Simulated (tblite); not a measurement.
# Ca15S15 (2x3x5 CaS rock-salt block): the cost of one run

Programs: tblite 0.8.0 and PySCF 2.14.0, with routines of our own; each step states its level. All values are computed. Atoms count from 0.

## 1. The system as given

30 atoms, charge 0, multiplicity 1; geometry from: force field, distance geometry or constructed start.

## 2. Relaxing the molecule with GFN2-xTB

What the job is given:

```
{"job": {"kind": "relax", "xc": "GFN2-xTB", "basis": "xTB"}, "charge": 0, "multiplicity": 1}
Ca    -1.374900    -2.761400    -5.520900
S     -1.383000    -2.757000    -2.766500
Ca    -1.374600    -2.761900     0.001000
S     -1.380500    -2.755200     2.753500
Ca    -1.380800    -2.760800     5.522700
S     -1.383100    -0.000500    -5.521900
Ca    -1.379700     0.001700    -2.762900
S     -1.376400     0.002700     0.001500
Ca    -1.377100    -0.002100     2.759300
S     -1.382600    -0.000800     5.520900
Ca    -1.381900     2.758400    -5.521400
S     -1.382300     2.757600    -2.759600
Ca    -1.383200     2.760300     0.005000
S     -1.377600     2.759000     2.757000
Ca    -1.382000     2.764700     5.519500
S      1.377900    -2.759000    -5.513000
Ca     1.380200    -2.757700    -2.758700
S      1.378700    -2.763000    -0.001000
Ca     1.379200    -2.757800     2.762200
S      1.382600    -2.758700     5.522000
Ca     1.377500     0.003800    -5.517800
S      1.378900     0.001500    -2.759800
Ca     1.383200     0.004600     0.006600
S      1.375600    -0.004300     2.758200
Ca     1.380300     0.002600     5.520200
S      1.373700     2.758700    -5.516800
Ca     1.380500     2.761900    -2.760300
S      1.379200     2.760200     0.001200
Ca     1.380400     2.760000     2.757700
S      1.380900     2.760000     5.522700
```

On the command line:

```sh
$ OMP_NUM_THREADS=4 python large_run.py task.json out
```

The driver reads the jobs from task.json and runs them one after another.

**Question.** How long does this first job take on 4 threads of Arm Neoverse N1, shared host, and how much memory does it need?

About 22 s, with a peak of 0.17 GiB.
